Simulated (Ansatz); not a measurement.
# H3SbSe: the cost of one run

All numbers below are computed with Ansatz 0.2.0 (RKS revPBE/def2-SVP).

## Step 1: The structure to begin with

Bond lengths: Se1–Sb2 2.532 Å, Se1–H3 1.439 Å, Sb2–H4 1.699 Å, Sb2–H5 1.695 Å. Angles: Se1–Sb2–H4 91.6°, Se1–Sb2–H5 88.7°, H4–Sb2–H5 88.2°, Sb2–Se1–H3 95.8°.

Structure file:

```xyz
5

Se    0.8319   -0.7701    0.9966
Sb   -0.3200    0.3838   -0.9402
H     1.1295   -1.9852    0.2844
H    -1.7747    0.4977   -0.0695
H     0.1334    1.8738   -0.2712
```

## Step 2: Relaxing end A

input.yaml reads:

```yaml
crystal:
  periodic: [false, false, false]
  atoms:
    - { symbol: Se, position_ang: [0.83187, -0.77014, 0.99657] }
    - { symbol: Sb, position_ang: [-0.32, 0.38379, -0.94016] }
    - { symbol: H, position_ang: [1.12947, -1.98516, 0.28436] }
    - { symbol: H, position_ang: [-1.77474, 0.49774, -0.06952] }
    - { symbol: H, position_ang: [0.13339, 1.87377, -0.27125] }
basis:
  gaussian: { orbitals: def2-SVP }
hamiltonian:
  xc: revpbe
relax:
  f_tol: 0.015
  max_steps: 40
```

On the command line:

```sh
$ ansatz run input.yaml --threads 1 --pin off --max-ram 2048MiB --backend cpu --events-out ev --progress --plain --runs-dir out
```

Q: Estimate wall time and peak memory on 1 thread of an x86-64 CPU, shared host.

About 39 s, with a peak of 0.13 GiB.
